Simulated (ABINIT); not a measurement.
# Al3Cl (Pm-3m) in ABINIT: a series of runs

One crystal, Al3Cl, is run at these levels: PBEsol, WC; tasks: single point.

Everything below comes from runs of ABINIT 10.8.3 (patched build). Logs are shortened: lines on timing, memory, paths and dates and some standing lists are left out, and cuts for length are marked. The log counts tension as positive stress, the text compression.

## Step 1: The crystal as given

It takes space group Pm-3m (No. 221, cubic). The conventional cell has a = 4.004 Å, b = 4.004 Å, c = 4.004 Å, α = 90.00°, β = 90.00°, γ = 90.00°. Al (site symmetry 4/mmm) is surrounded by 8 Al at 2.83 Å and 4 Cl at 2.83 Å. Cl (site symmetry m-3m) is surrounded by 12 Al at 2.83 Å.

The cell was built by a generator and needn't be a form met in nature.

## Step 2: Single point, PBEsol (cell strained at random)

Input file run.abi:

```
# Pseudopotentials
pp_dirpath "./"
pseudos "Al.upf, Cl.upf"

# Structure
acell 4.0572823736 4.0392852602 3.922941565 Angstrom
rprim
     0.9999693456     0.0075188260    -0.0021852065
     0.0075523262     0.9996417039    -0.0256792955
    -0.0022600388    -0.0264408731     0.9996478242
ntypat 2
znucl 13 17
natom 4
typat 1 1 1 2
xred
     0.0000000000     0.5000000000     0.5000000000
     0.5000000000     0.0000000000     0.5000000000
     0.5000000000     0.5000000000     0.0000000000
     0.0000000000     0.0000000000     0.0000000000
chkprim 0
chksymtnons 0
tolsym 1.0e-6

# Plane-wave basis
ecut 29.0

# k points
kptopt 1
ngkpt 5 5 5
nshiftk 1
shiftk 0.0 0.0 0.0

# Exchange and correlation
ixc -116133

# Bands and occupations
nband 12
occopt 3
tsmear 0.00183747

# SCF cycle
nstep 100
tolvrs 1.0e-10

# Output
iomode 3
prtwf 0
prtden 0
prteig 0
prtebands 0
enunit 2
```

Potentials or basis: PseudoDojo NC SR PBEsol v0.4 stringent.

Launch:

```bash
abinit run.abi > log 2>&1
```

run.abo:

```text
.Version 10.8.3 of ABINIT
 Symmetries : space group P-1 (#  2); Bravais aP (primitive triclinic)
================================================================================
 Values of the parameters that define the memory need of the present run
     intxc =       0    ionmov =       0      iscf =       7    lmnmax =       6
     lnmax =       6     mgfft =      40  mpssoang =       3    mqgrid =    3001
     natom =       4  nloc_mem =       1    nspden =       1   nspinor =       1
    nsppol =       1      nsym =       2    n1xccc =    2501    ntypat =       2
    occopt =       3   xclevel =       2
       mpw =        3256          nfft =       57600          nkpt =          63
================================================================================
================================================================================

--------------------------------------------------------------------------------
------------- Echo of variables that govern the present computation ------------
--------------------------------------------------------------------------------
 -outvars: echo values of preprocessed input variables --------
            acell      7.6671525016E+00  7.6331428862E+00  7.4132851658E+00 Bohr
              amu      2.69815390E+01  3.54527000E+01
          chkprim           0
      chksymtnons           0
             ecut      2.90000000E+01 Hartree
           enunit           2
                       outvar_i_n : Printing only first  50 k-points.
              ixc     -116133
                       outvar_i_n : Printing only first  50 k-points.
         kptrlatt        5    0    0      0    5    0      0    0    5
          kptrlen      3.70664258E+01
            natom           4
            nband          12
            ngfft          40      40      36
             nkpt          63
            nstep         100
             nsym           2
           ntypat           2
                       prtocc : prtvol=0, do not print more k-points.
           occopt           3
           prtden           0
        prtebands           0
           prteig           0
            prtwf           0
            rprim      9.9996934560E-01  7.5188260000E-03 -2.1852065000E-03
                       7.5523262000E-03  9.9964170390E-01 -2.5679295500E-02
                      -2.2600388000E-03 -2.6440873100E-02  9.9964782420E-01
          spgroup           2
           tolsym      1.00000000E-06
           tolvrs      1.00000000E-10
           tsmear      1.83747000E-03 Hartree
            typat      1  1  1  2
                       outvars : Printing only first  50 k-points.
           xangst      1.0819999876E-02  1.9670560000E+00  1.9089170001E+00
                       2.0241459999E+00 -3.6609999949E-02  1.9563470001E+00
                       2.0438320000E+00  2.0341720001E+00 -5.6295999810E-02
                       0.0000000000E+00  0.0000000000E+00  0.0000000000E+00
            xcart      2.0446836449E-02  3.7171971143E+00  3.6073303272E+00
                       3.8250815788E+00 -6.9182873374E-02  3.6969600373E+00
                       3.8622827273E+00  3.8440279732E+00 -1.0638402163E-01
                       0.0000000000E+00  0.0000000000E+00  0.0000000000E+00
             xred     -4.7802495541E-19  5.0000000000E-01  5.0000000000E-01
                       5.0000000000E-01 -6.0851650201E-19  5.0000000000E-01
                       5.0000000000E-01  5.0000000000E-01 -1.3691983829E-18
                       0.0000000000E+00  0.0000000000E+00  0.0000000000E+00
            znucl       13.00000   17.00000

================================================================================

 chkinp: Checking input parameters for consistency.

================================================================================
== DATASET  1 ==================================================================

--- !DatasetInfo
iteration_state: {dtset: 1, }
dimensions: {natom: 4, nkpt: 63, mband: 12, nsppol: 1, nspinor: 1, nspden: 1, mpw: 3256, }
cutoff_energies: {ecut:  29.0, pawecutdg:  -1.0, }
electrons: {nelect:   1.60000000E+01, charge:   0.00000000E+00, occopt:   3.00000000E+00, tsmear:   1.83747000E-03, }
meta: {optdriver: 0, ionmov: 0, optcell: 0, iscf: 7, paral_kgb: 0, }
...

 Real(R)+Recip(G) space primitive vectors, cartesian coordinates (Bohr,Bohr^-1):
 R(1)=  7.6669175  0.0576480 -0.0167543  G(1)=  0.1304385 -0.0009786  0.0002690
 R(2)=  0.0576480  7.6304080 -0.1960137  G(2)= -0.0009786  0.1311510  0.0034668
 R(3)= -0.0167543 -0.1960137  7.4106744  G(3)=  0.0002690  0.0034668  0.1350328
 Unit cell volume ucvol=  4.3321615E+02 bohr^3
 Angles (23,13,12)=  9.29875363E+01  9.02660373E+01  8.91334060E+01 degrees

 getcut: wavevector=  0.0000  0.0000  0.0000  ngfft=  40  40  36
         ecut(hartree)=     29.000   => boxcut(ratio)=   2.00324

[... 53 lines left out ...]
- [  1.42930388E-05,  -4.90798669E-04,  -2.62377898E-05, ]
- [ -8.32885430E-06,  -2.62377898E-05,  -4.15936256E-04, ]
pressure_GPa:   1.3782E+01
xred      :
- [ -4.7802E-19,   5.0000E-01,   5.0000E-01, Al]
- [  5.0000E-01,  -6.0852E-19,   5.0000E-01, Al]
- [  5.0000E-01,   5.0000E-01,  -1.3692E-18, Al]
- [  0.0000E+00,   0.0000E+00,   0.0000E+00, Cl]
cartesian_forces: # hartree/bohr
- [ -0.00000000E+00,  -0.00000000E+00,  -0.00000000E+00, ]
- [ -0.00000000E+00,  -0.00000000E+00,  -0.00000000E+00, ]
- [ -0.00000000E+00,  -0.00000000E+00,  -0.00000000E+00, ]
- [ -0.00000000E+00,  -0.00000000E+00,  -0.00000000E+00, ]
force_length_stats: {min:   0.00000000E+00, max:   0.00000000E+00, mean:   0.00000000E+00, }
...

 Integrated electronic density in atomic spheres:
 ------------------------------------------------
 Atom  Sphere_radius  Integrated_density
    1        2.00000          0.89854346
    2        2.00000          0.90021701
    3        2.00000          0.90677976
    4        2.00000          5.05591853
================================================================================

 ----iterations are completed or convergence reached----

 Mean square residual over all n,k,spin=   10.152E-07; max=  17.595E-05
 reduced coordinates (array xred) for    4 atoms
      -0.000000000000      0.500000000000      0.500000000000
       0.500000000000     -0.000000000000      0.500000000000
       0.500000000000      0.500000000000     -0.000000000000
       0.000000000000      0.000000000000      0.000000000000
 rms dE/dt=  0.0000E+00; max dE/dt=  0.0000E+00; dE/dt below (all hartree)
    1       0.000000000000      0.000000000000      0.000000000000
    2       0.000000000000      0.000000000000      0.000000000000
    3       0.000000000000      0.000000000000      0.000000000000
    4       0.000000000000      0.000000000000      0.000000000000

 cartesian coordinates (angstrom) at end:
    1      0.01081999987642     1.96705599997280     1.90891700005526
    2      2.02414599994809    -0.03660999994946     1.95634700005043
    3      2.04383199997154     2.03417200012222    -0.05629599981030
    4      0.00000000000000     0.00000000000000     0.00000000000000

 cartesian forces (hartree/bohr) at end:
    1     -0.00000000000000    -0.00000000000000    -0.00000000000000
    2     -0.00000000000000    -0.00000000000000    -0.00000000000000
    3     -0.00000000000000    -0.00000000000000    -0.00000000000000
    4     -0.00000000000000    -0.00000000000000    -0.00000000000000
 frms,max,avg= 0.0000000E+00 0.0000000E+00   0.000E+00  0.000E+00  0.000E+00 h/b

 cartesian forces (eV/Angstrom) at end:
    1     -0.00000000000000    -0.00000000000000    -0.00000000000000
    2     -0.00000000000000    -0.00000000000000    -0.00000000000000
    3     -0.00000000000000    -0.00000000000000    -0.00000000000000
    4     -0.00000000000000    -0.00000000000000    -0.00000000000000
 frms,max,avg= 0.0000000E+00 0.0000000E+00   0.000E+00  0.000E+00  0.000E+00 e/A
 length scales=  7.667152501577  7.633142886194  7.413285165790 bohr
              =  4.057282373600  4.039285260200  3.922941565000 angstroms
 Fermi (or HOMO) energy (hartree) =   0.29666   Average Vxc (hartree)=  -0.37999
 Eigenvalues (hartree) for nkpt=  63  k points:
 kpt#   1, nband= 12, wtk=  0.00800, kpt=  0.0000  0.0000  0.0000 (reduced coord)
  -0.36459   -0.00800    0.05146    0.05369    0.06334    0.23019    0.24648    0.30939
   0.32232    0.34175    0.43855    0.47378
      occupation numbers for kpt#   1
   2.00000    2.00000    2.00000    2.00000    2.00000    2.00000    2.00000    0.00197
   0.00000    0.00000    0.00000    0.00000
 prteigrs : prtvol=0 or 1, do not print more k-points.

 Fermi (or HOMO) energy (eV) =   8.07258   Average Vxc (eV)= -10.33995
 Eigenvalues (   eV  ) for nkpt=  63  k points:
 kpt#   1, nband= 12, wtk=  0.00800, kpt=  0.0000  0.0000  0.0000 (reduced coord)
  -9.92091   -0.21761    1.40032    1.46097    1.72369    6.26381    6.70717    8.41880
   8.77076    9.29943   11.93351   12.89215
 prteigrs : prtvol=0 or 1, do not print more k-points.

--- !EnergyTerms
iteration_state     : {dtset: 1, }
comment             : Components of total free energy in Hartree
kinetic             :  8.29747343273893E+00
hartree             :  2.98836700043778E+00
xc                  : -7.73627999880891E+00
Ewald energy        : -2.11712106640683E+01
psp_core            :  4.06650826686669E-01
local_psp           : -9.64289161695857E+00
non_local_psp       :  3.59469563362842E+00
internal            : -2.32631953863440E+01
'-kT*entropy'       : -7.51928498232142E-04
total_energy        : -2.32639473148422E+01
total_energy_eV     : -6.33044255990325E+02
band_energy         :  9.70480357488606E-01
...

 Cartesian components of stress tensor (hartree/bohr^3)
  sigma(1 1)= -4.98604124E-04  sigma(3 2)= -2.62377898E-05
  sigma(2 2)= -4.90798669E-04  sigma(3 1)= -8.32885430E-06
  sigma(3 3)= -4.15936256E-04  sigma(2 1)=  1.42930388E-05

-Cartesian components of stress tensor (GPa)         [Pressure=  1.3782E+01 GPa]
- sigma(1 1)= -1.46694398E+01  sigma(3 2)= -7.71942428E-01
- sigma(2 2)= -1.44397954E+01  sigma(3 1)= -2.45043354E-01
- sigma(3 3)= -1.22372671E+01  sigma(2 1)=  4.20515720E-01

== END DATASET(S) ==============================================================
================================================================================

 -outvars: echo values of variables after computation  --------
            acell      7.6671525016E+00  7.6331428862E+00  7.4132851658E+00 Bohr
           etotal     -2.3263947315E+01
            fcart     -0.0000000000E+00 -0.0000000000E+00 -0.0000000000E+00
                      -0.0000000000E+00 -0.0000000000E+00 -0.0000000000E+00
                      -0.0000000000E+00 -0.0000000000E+00 -0.0000000000E+00
                      -0.0000000000E+00 -0.0000000000E+00 -0.0000000000E+00
            rprim      9.9996934560E-01  7.5188260000E-03 -2.1852065000E-03
                       7.5523262000E-03  9.9964170390E-01 -2.5679295500E-02
                      -2.2600388000E-03 -2.6440873100E-02  9.9964782420E-01
           strten     -4.9860412404E-04 -4.9079866934E-04 -4.1593625619E-04
                      -2.6237789830E-05 -8.3288543005E-06  1.4293038823E-05
           xangst      1.0819999876E-02  1.9670560000E+00  1.9089170001E+00
                       2.0241459999E+00 -3.6609999949E-02  1.9563470001E+00
                       2.0438320000E+00  2.0341720001E+00 -5.6295999810E-02
                       0.0000000000E+00  0.0000000000E+00  0.0000000000E+00
             xred     -4.7802495541E-19  5.0000000000E-01  5.0000000000E-01
                       5.0000000000E-01 -6.0851650201E-19  5.0000000000E-01
                       5.0000000000E-01  5.0000000000E-01 -1.3691983829E-18
                       0.0000000000E+00  0.0000000000E+00  0.0000000000E+00
 Calculation completed.
```

Wall time 50 s (1 thread of Arm Neoverse V2, shared host); peak memory 0.1 GiB.

Results:

- Free energy: -633.0443 eV
- Pressure: 13.8 GPa
- Band gap on the k mesh: none (metal or under the smearing width)
- Valence electrons inside the program's atomic spheres: Al 0.90, 0.91; Cl 5.06

(Continued in part 2 of 3.)
